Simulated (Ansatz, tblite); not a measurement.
## A script for Li$_{3}$SF (GFN1-xTB)

These are simulated results from tblite 0.8.0, not measurements. The cell was built from a prototype and was relaxed with r2SCAN in plane waves (Ansatz 0.2.0). It may be hypothetical. All runs are without spin polarisation.

It is cubic, Pm-3m (No. 221); a = 4.481 Å in the conventional setting, 18.00 Å³ an atom. Around F lie 12 Li at 3.17 Å; around S lie 6 Li at 2.24 Å; around Li lie 2 S at 2.24 Å and 4 F at 3.17 Å.

tblite solves periodic systems at the zone centre alone, so the script builds a cluster of 2×2×2 conventional cells (40 atoms), which folds in a coarse mesh of k points.

The script, run.py:

```python
import json
from ase import Atoms
from ase.build import make_supercell
from ase.units import Bohr, GPa, Hartree
from tblite.interface import Calculator

atoms = Atoms(['F', 'S', 'Li', 'Li', 'Li'],
              cell=[[4.481101, -0.0, 0.0], [-0.0, 4.481101, -0.0], [0.0, 0.0, 4.481101]],
              scaled_positions=[[0.0, -0.0, -0.0], [0.5, 0.5, 0.5], [0.5, 0.5, 0.0], [0.5, 0.0, 0.5], [-0.0, 0.5, 0.5]],
              pbc=True)
cluster = make_supercell(atoms, [[2, 0, 0], [0, 2, 0], [0, 0, 2]])
calc = Calculator('GFN1-xTB', cluster.numbers, cluster.positions / Bohr, lattice=cluster.cell[:] / Bohr, periodic=cluster.pbc)
calc.set('temperature', 0.02 / Hartree)
calc.set('max-iter', 150)
res = calc.singlepoint()
levels = res.get('orbital-energies') * Hartree
nv = round(res.get('orbital-occupations').sum() / 2)
cells = len(cluster) // len(atoms)
out = {'energy_per_cell': res.get('energy') * Hartree / cells, 'homo': levels[nv - 1], 'lumo': levels[nv],
       'stress': (-res.get('virial') * Hartree / cluster.get_volume() / GPa).tolist(), 'charges': res.get('charges')[:len(atoms)].tolist(), 'electrons': 2 * nv / cells}
json.dump(out, open('results.json', 'w'))
for key, value in out.items():
    print(key, value)
```

Command: `python run.py`. It took 2.2 s on 1 thread of Intel(R) Xeon(R) CPU @ 2.60GHz (Ice Lake), with other jobs on the host, peak memory 0.097 GiB.

What it printed:

```
------------------------------------------------------------
  cycle        total energy    energy error   density error
------------------------------------------------------------
      1     -79.52586957928  -7.9561766E+01   6.5702160E-01
      2     -80.42406206127  -8.9819248E-01   3.7659268E-01
      3     -80.78202689477  -3.5796483E-01   2.6353511E-01
      4     -80.65313389949   1.2889300E-01   1.2749785E-01
      5     -80.84102339971  -1.8788950E-01   1.1473251E-01
      6     -80.95978589737  -1.1876250E-01   1.6975165E-02
      7     -80.95834734183   1.4385555E-03   1.6747490E-02
      8     -80.96048818741  -2.1408456E-03   9.8279662E-03
      9     -80.96136493139  -8.7674398E-04   3.9132295E-03
     10     -80.96146724839  -1.0231700E-04   2.4035577E-03
     11     -80.96152969124  -6.2442854E-05   3.7930843E-04
     12     -80.96153126153  -1.5702899E-06   6.7573319E-06
     13     -80.96153126201  -4.7869264E-10   6.6650640E-07
------------------------------------------------------------

 total:                                   1.586 sec
energy_per_cell -275.384435036801
homo -13.293910137133935
lumo -12.546150770859933
stress [[1.0359809567245044, -1.4105029555698396e-06, -1.4105029842086565e-06], [-1.4105029555715026e-06, 1.035980956724588, -1.410502954290701e-06], [-1.4105029842081534e-06, -1.4105029542915117e-06, 1.0359809567246012]]
charges [-0.5224032086667263, -0.24617993115306902, 0.2561976930394546, 0.2561976930394545, 0.2561976930394517]
electrons 16.0
```

The cycle table is in hartree for the whole cluster, and the lines after it are in eV (the energy for one cell). The printed stress is in GPa and positive in compression, and the pressure is its mean diagonal.

GFN1-xTB gives a gap of 0.75 eV. On the same cell, plane-wave PBE (Ansatz, 6×6×6 k points and the special points) gives a gap of 4.00 eV and r2SCAN a gap of 4.58 eV; on shared hosts these took about 1.7 and 5.3 core-seconds on the 5-atom cell, against 2.2 for the script. Semilocal gaps usually lie below measured ones. xTB was fitted to molecules, so gaps, charges and pressures of solids can be far off, and the gap also depends on the size of the cluster.

The same script was run on cells scaled at fixed shape and fractional coordinates:

```tsv
volume (Å³/atom)	energy (meV/atom)	pressure (GPa, positive in compression)	gap (eV)
15.84	48.2	6.74	0.86
16.92	14.5	3.42	0.83
18.00	0.0	1.04	0.75
19.08	-0.9	-0.70	0.67
20.16	8.0	-1.90	0.60
```

A Birch-Murnaghan fit puts the minimum at 18.61 Å³/atom, 3.4 % above the given cell, with a bulk modulus of 28.6 GPa at fixed shape.

xTB was fitted mostly to molecules, and a small cluster samples few k points, so gaps, pressures and kinks along a curve can be far from a solid's.
